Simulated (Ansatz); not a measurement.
# ClFH4OW: the cost of one run

Method: RHF/def2-SVP, in Ansatz 0.2.0.

## 1. The starting structure

Bond lengths: W1–O2 1.940 Å, O2–H3 1.010 Å, W1–H4 1.720 Å, W1–H5 1.720 Å, W1–Cl6 2.390 Å, W1–H7 1.720 Å, W1–F8 1.850 Å. Angles (14 of 16 angles, heavy atoms first): O2–W1–Cl6 90.0°, O2–W1–F8 180.0°, Cl6–W1–F8 90.0°, W1–O2–H3 109.5°, O2–W1–H4 90.0°, O2–W1–H5 90.0°, O2–W1–H7 90.0°, H4–W1–Cl6 180.0°, H4–W1–F8 90.0°, H5–W1–Cl6 90.0°, H5–W1–F8 90.0°, Cl6–W1–H7 90.0°, H7–W1–F8 90.0°, H4–W1–H5 90.0°.

Structure file:

```xyz
8

W     0.0000    0.0000    0.0000
O     0.0000    0.0000    1.9400
H    -0.9095   -0.2814    2.2771
H     1.7200    0.0000    0.0000
H     0.0000    1.7200    0.0000
Cl   -2.3900    0.0000    0.0000
H     0.0000   -1.7200    0.0000
F     0.0000    0.0000   -1.8500
```

## 2. Relaxing the start

The input, input.yaml:

```yaml
crystal:
  periodic: [false, false, false]
  atoms:
    - { symbol: W, position_ang: [0.0, 0.0, 0.0] }
    - { symbol: O, position_ang: [0.0, 0.0, 1.94] }
    - { symbol: H, position_ang: [-0.9095, -0.2814, 2.2771] }
    - { symbol: H, position_ang: [1.72, 0.0, 0.0] }
    - { symbol: H, position_ang: [0.0, 1.72, 0.0] }
    - { symbol: Cl, position_ang: [-2.39, 0.0, 0.0] }
    - { symbol: H, position_ang: [0.0, -1.72, 0.0] }
    - { symbol: F, position_ang: [0.0, 0.0, -1.85] }
basis:
  gaussian: { orbitals: def2-SVP }
hamiltonian:
  xc: hf
relax:
  f_tol: 0.02
  max_steps: 40
```

The run is started by

```bash
> ansatz run input.yaml --threads 1 --pin off --max-ram 2048MiB --backend cpu --events-out ev --progress --plain --runs-dir out
```

**Question.** How long does this run take on 1 thread of Arm Neoverse V2, shared host, and how much memory does it need?

About 60 s, with a peak of 0.18 GiB.
